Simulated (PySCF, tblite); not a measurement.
**C6H7F2 radical: geometry, infrared bands and EPR parameters**

Aim: predict the infrared bands and EPR parameters of C6H7F2 radical (`[CH]=C=C[C@@H](C)C(F)F`).

The runs use tblite 0.8.0 and PySCF 2.14.0, with density-fitted response routines of our own; the level of theory stands in each step. All values are computed, except where a source is named. Atoms count from 0, in the outputs and in this text.

### 1 Starting geometry

15 atoms, charge 0, multiplicity 2; geometry from: force field or distance geometry start.

Bonds of the start (Å): C0–C1 1.34, C1–C2 1.30, C2–C3 1.47, C3–C4 1.52, C3–C5 1.51, C5–F6 1.39, C5–F7 1.36, C0–H8 1.08, C2–H9 1.06, C3–H10 1.10, C4–H11 1.11, C4–H12 1.10, C4–H13 1.13, C5–H14 1.10.

### 2 Relaxing the molecule with GFN2-xTB

What the job is given:

```
{"job": {"kind": "relax", "xc": "GFN2-xTB", "basis": "xTB"}, "charge": 0, "multiplicity": 2}
C      3.149800     0.694100    -0.541300
C      1.840400     0.471300    -0.710200
C      0.576600     0.212800    -0.854700
C     -0.208200    -0.037500     0.360200
C     -1.185000     1.112100     0.519300
C     -0.908900    -1.363800     0.191000
F     -1.638500    -1.609600     1.352100
F     -1.770000    -1.360000    -0.856800
H      3.732200    -0.215200    -0.456200
H      0.194400     0.219100    -1.847400
H      0.467100    -0.111600     1.224900
H     -0.549200     2.019000     0.535000
H     -1.802900     0.982000     1.418900
H     -1.769200     1.134700    -0.443000
H     -0.132900    -2.139600     0.086400
```

Started as:

```bash
> OMP_NUM_THREADS=1 python probes_run.py task.json out
```

The driver reads the jobs from task.json and runs them one after another.

**Question.** This job is followed by: GFN2-xTB harmonic vibrations, gas phase; UKS B3LYP, pcH-1 on C F H, non-relativistic, mean-field spin-orbit, GIAO. Predict these results of the whole session: strongest single infrared mode (GFN2-xTB); zero-point energy (GFN2-xTB); g(iso) (B3LYP); ⟨S²⟩; largest a(iso) (averaged by class); surface potential, 1st and 99th percentile.

The runs gave:

| quantity | value |
| --- | --- |
| strongest single infrared mode (GFN2-xTB) | 1040 cm⁻¹, 153 km/mol |
| zero-point energy (GFN2-xTB) | 68.6 kcal/mol |
| g(iso) (B3LYP) | 2.00271 |
| ⟨S²⟩ | 0.769 (exact 0.75) |
| largest a(iso) (averaged by class) | 13C on C2, 66.0 MHz |
| surface potential, 1st and 99th percentile | -0.84 V and 1.54 V |

What this shows: Relaxing lowered the energy by 1.340 eV in 50 steps; the close pair that moved most is C0–C1, from 1.339 to 1.218 Å. No mode is imaginary among the 39: a minimum at this level. The strongest single mode, at 1040 cm⁻¹, is carried by C5, F6, H11. Unscaled tight-binding wavenumbers are off by several per cent, some by more. Its intensities can rank the bands wrongly. The largest spin populations lie on C2 (0.77 e), C0 (0.56 e). The isotropic g lies 0.4 ppt above the free-electron value.
